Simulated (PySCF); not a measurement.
# F4Zr: the cost of one run

Program: PySCF 2.14.0. Level of theory: levels as typed in each script, gas phase, geometry from GFN2-xTB. These are calculated values, not measurements.

**1. Starting geometry**

SMILES `F[Zr](F)(F)F`, 5 atoms, charge 0, spin multiplicity 1.

Bond lengths: F1–Zr2 1.843 Å, Zr2–F3 1.842 Å, Zr2–F4 1.843 Å, Zr2–F5 1.843 Å. Angles: F1–Zr2–F3 109.5°, F1–Zr2–F4 109.5°, F1–Zr2–F5 109.5°, F3–Zr2–F4 109.5°, F3–Zr2–F5 109.5°, F4–Zr2–F5 109.4°.

Geometry (Å):

```xyz
5

F     1.0639   -1.1223   -1.0021
Zr    0.0001    0.0001    0.0001
F     1.0641    1.1220    1.0018
F    -1.0642   -1.0023    1.1218
F    -1.0642    1.0022   -1.1220
```

**2. Density, bond paths and surface potential (PBE/def2-tzvp)**

input.py

```python
import numpy as np
from pyscf import gto, scf, dft
from pyscf.scf import atom_ks, atom_hf
from scipy.linalg import block_diag

def solve(mol, dm0=None, hcore=None):
    mf = (dft.UKS if mol.spin else dft.RKS)(mol, xc='pbe')
    mf.grids.level = 3
    mf = mf.density_fit(auxbasis='def2-universal-jkfit')
    mf.conv_tol, mf.max_cycle = 1e-8, 80
    if hcore is not None:
        mf.get_hcore = lambda *args: hcore
    mf.kernel(dm0)
    if not mf.converged:
        mf = mf.newton().run(mf.mo_coeff, mf.mo_occ, max_cycle=30)
    assert mf.converged, 'SCF not converged'
    return mf

mol = gto.M(atom='''
F      1.06395    -1.12232    -1.00212
Zr     0.00007     0.00009     0.00013
F      1.06407     1.12205     1.00179
F     -1.06418    -1.00229     1.12175
F     -1.06416     1.00218    -1.12199
''', basis='def2-tzvp', ecp={'Zr': 'def2-tzvp'}, charge=0, spin=0, verbose=4)
mf = solve(mol)
mf.analyze()
# spherically averaged free atoms, for the promolecule
atom_ks.AtomSphAverageRKS.init_guess_by_vsap = lambda self, mol=None: self.init_guess_by_minao(mol)  # core potentials
atm = atom_ks.get_atm_nrks(mol, xc='pbe')
pro = block_diag(*[(atm[a[0]][2] * atm[a[0]][3]) @ atm[a[0]][2].T for a in mol._atom])
np.savez('result.npz', e=mf.e_tot, c=mf.mo_coeff, occ=mf.mo_occ, eps=mf.mo_energy, pro=pro, dip=mf.dip_moment(verbose=0), s2=mf.spin_square()[0])
```

Launch:

```sh
$ OMP_NUM_THREADS=1 python input.py
```

What time and memory should one allow on 1 thread of Intel Xeon Platinum 8259CL at 2.50GHz (Skylake/Cascade Lake), shared host?

About 16 s, with a peak of 0.55 GiB.
